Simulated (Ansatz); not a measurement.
# Ta₂+ (sextet): wave-function methods side by side, def2-TZVPP

One table from this session's results is given with a row withheld; the runs are named, their logs left out.

The runs use Ansatz 0.2.0, Gaussian basis; def2-TZVPP, core rule «outside noble gas», up to 8 orbitals frozen.

To be run: UHF; ROHF; CCSD(T) on UHF.

## The system

The geometry is a PBE0/def2-TZVP stationary point (not a proven minimum) of the parent state, kept for this charge and spin. No spin-orbit coupling is included. Elements past krypton take def2 core potentials.

2 atoms, charge 1, spin multiplicity 6.

Atoms are counted from 1 here; the program's logs count them from 0.

Bond lengths: Ta1–Ta2 2.422 Å.

Set-up of the first run:

in.yaml reads:

```yaml
crystal:
  periodic: [false, false, false]
  atoms:
    - {symbol: Ta, position_ang: [0.000000, 0.000000, 0.000000]}
    - {symbol: Ta, position_ang: [0.000000, 0.000000, 2.421800]}
basis:
  gaussian: {orbitals: def2-TZVPP}
total_charge: 1
magnetization: {spin_polarized: true, initial_magnetization: 5}
hamiltonian: {xc: hf}
output: {orbitals: {seedname: orbitals}}
```

Started as:

```bash
> ansatz run in.yaml --threads 1 --pin off --events-out ev --progress --plain --max-ram 4096MiB --backend cpu
```

Steps of the session up to this table: UHF; ROHF; CCSD(T) on UHF.

One of the session's tables, all rows but one given; the rest of the session is left out.

It belongs to the step «Misses and costs». 

```
  method  from UCCSD(T) (kJ/mol)
    ROHF                  +674.1
     UHF                       ?
    UMP2                  +151.5
   UCCSD                   +57.6
UCCSD(T)                       0
```

Estimate the missing values for UHF.

As computed: from UCCSD(T) (kJ/mol): +621.0. In the column «from UCCSD(T) (kJ/mol)» it lies between UMP2 (+151.5) and ROHF (+674.1).

To keep in mind: The determinant is far from a pure spin state, so its energy mixes those of several spin states (harmless only where they are near-degenerate, as at dissociation).
